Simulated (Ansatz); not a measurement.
The same calculation of F3SSi, SMILES F[Si](F)(F)[S] as a Python script and as an input file (Ansatz's Python interface).

`energy_f3ssi.py`:
```python
"""Electronic structure of the F3SSi molecule."""

import logging
import sys

import ansatz as az

logging.basicConfig(stream=sys.stdout, format="%(name)s: %(message)s")
log = logging.getLogger("f3ssi")
log.setLevel(logging.INFO)


def main() -> None:
    geometry_ang = [
        ("F", [-0.0108, 0.0357, 1.6445]),
        ("Si", [0.0468, -0.0807, 0.0416]),
        ("F", [-0.4914, -1.5342, -0.3971]),
        ("F", [1.6516, 0.115, -0.4097]),
        ("S", [-1.1464, 1.3905, -0.9206]),
    ]
    geometry = az.Crystal.molecule()
    for symbol, xyz in geometry_ang:
        geometry = geometry.atom(symbol, xyz)

    calc = (
        geometry.calculation()
        .basis(gaussian="def2-TZVP")
        .correlation("MP2")
        .spin("collinear", total=1)
    )
    done = calc.run()
    rep = done.report

    log.info("reference energy %16.6f eV" % rep["reference_energy_ev"])
    log.info("total energy     %16.6f eV" % rep["free_energy_ev"])
    print("occupied orbitals outside the frozen core (up, down):", rep["n_occupied"], " frozen:", rep["n_frozen"], " virtual:", rep["n_virtual"])

    parts = rep["correlation"]
    for name in ("random_phase", "coupled_cluster", "perturbative"):
        if name in parts:
            log.info(f"{name:16s} {parts[name]['energy']['hartree']:12.7f} Ha")
    if "second_order" in parts:
        pair = parts["second_order"]
        log.info(f"MP2 same spin {pair['same_spin']['hartree']:.7f} Ha, opposite spin {pair['opposite_spin']['hartree']:.7f} Ha")

    field = rep["mean_field"]
    print("<S^2> =", round(abs(field["state"]["spin_squared"]), 4), " all-electron relativity setting:", field["relativity"])
    print("passes:", field["passes"])
    if "symmetry" in field:
        print("occupied orbitals by irrep:", field["symmetry"]["occupied"])


if __name__ == "__main__":
    main()
```

```console
$ python energy_f3ssi.py
f3ssi: reference energy    -26807.356063 eV
f3ssi: total energy        -26834.428903 eV
occupied orbitals outside the frozen core (up, down): [16, 15]  frozen: 13  virtual: [138, 139]
f3ssi: MP2 same spin -0.2603603 Ha, opposite spin -0.7345482 Ha
<S^2> = 0.7625  all-electron relativity setting: none
passes: {'evaluations': 35, 'products': 179}
occupied orbitals by irrep: [{'A': 29}, {'A': 28}]
```

`input.yaml`:
```yaml
crystal:
  periodic: [false, false, false]
  atoms:
    - { symbol: F, position_ang: [-0.0108, 0.0357, 1.6445] }
    - { symbol: Si, position_ang: [0.0468, -0.0807, 0.0416] }
    - { symbol: F, position_ang: [-0.4914, -1.5342, -0.3971] }
    - { symbol: F, position_ang: [1.6516, 0.115, -0.4097] }
    - { symbol: S, position_ang: [-1.1464, 1.3905, -0.9206] }
basis:
  gaussian: { orbitals: def2-TZVP }
magnetization:
  spin_polarized: true
  initial_magnetization: 1.0
correlation:
  method: mp2
```

On the command line:
```console
$ ansatz run input.yaml --threads 1 --pin off --max-ram 4096MiB --backend cpu --events-out ev --progress --plain --runs-dir out
Engine: ansatz 0.2.0, aarch64-unknown-linux-gnu
Functional definition: HF
  exchange = exact_x
  correlation = 0
1065 factors; integrals over basis functions are off by at most 8.7e-4 eV
mean field evaluation 1: about -26804.0491 eV, gradient 3.1e1 eV
mean field evaluation 2: about -26804.0706 eV, gradient 3.1e1 eV
mean field evaluation 4: about -26807.3154 eV, gradient 2.0e0 eV
mean field evaluation 8: about -26807.3558 eV, gradient 6.2e-2 eV
mean field evaluation 16: about -26807.3561 eV, gradient 2.9e-6 eV
mean field evaluation 32: about -26807.3197 eV, gradient 7.5e-1 eV
mean field -26807.35606278 eV, -985.1521646286 hartree, gradient 5.3e-6 eV, S^2 0.762480; 4 other end points of the search recorded, 0 dependent functions left out
13 core orbitals not correlated: weight in the atoms' cores, before any rotation towards them, 1.000 or more for the frozen orbitals, at most 0.000 for the correlated occupied ones
reference -26807.35606278 eV, -985.1521646286 hartree; 16, 15 occupied and 138, 139 virtual orbitals, 1065 factors
second order -27.07284040 eV of doubles, -0.00000000 eV of singles
Total energy: -26834.42890318 eV, -986.1470731627 hartree
```

Reading the output:
- Total energies depend on the basis set; only differences at equal settings carry meaning.
- The geometry is a force-field or estimated start, not a minimum of this method, and the basis set is short of its limit.
- The run takes the species as open-shell (spin multiplicity 2), which needn't be its ground state.
- S² is that of the Hartree-Fock reference.
- Timing: 18 s on 1 thread of Arm Neoverse V2, on a shared host, peak memory 0.46 GiB.
